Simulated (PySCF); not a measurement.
# C6H8N2 (p-phenylenediamine): the cost of one run

Computed with PySCF 2.14.0 and routines of our own; the level stands in each step. Atoms count from 0.

### 1 The system as given

16 atoms, charge 0, multiplicity 1; geometry from: GFN2-xTB.

### 2 Relaxing the molecule at PBE0-D3(BJ)/def2-SVP

Job settings and geometry (Å):

```
{"job": {"xc": "PBE0", "basis": "def2-SVP", "d3": "d3bj", "grid": 2, "kind": "geom"}, "charge": 0, "multiplicity": 1}
N     -2.765100     0.411192    -0.050062
C     -1.391091     0.196415    -0.022364
C     -0.649938     0.472676     1.124274
C      0.722916     0.332768     1.129289
C      1.401189    -0.089125    -0.012006
N      2.790454    -0.157834    -0.029965
C      0.659397    -0.371712    -1.156610
C     -0.713270    -0.230884    -1.161890
H     -3.262792    -0.103474    -0.759908
H     -3.218963     0.392114     0.850071
H     -1.160284     0.800226     2.019202
H      1.282406     0.550451     2.028304
H      3.222822    -0.268664     0.874074
H      3.178627    -0.764802    -0.735428
H      1.169303    -0.705127    -2.049562
H     -1.273276    -0.455275    -2.058830
```

Launch:

```
$ OMP_NUM_THREADS=1 python excited_run.py task.json out
```

One launch serves the whole session: the jobs run in the order shown.

Q: Estimate the wall time and peak memory of this first job on 1 thread of Arm Neoverse V2, shared host.

About 40 s, with a peak of 0.8 GiB.
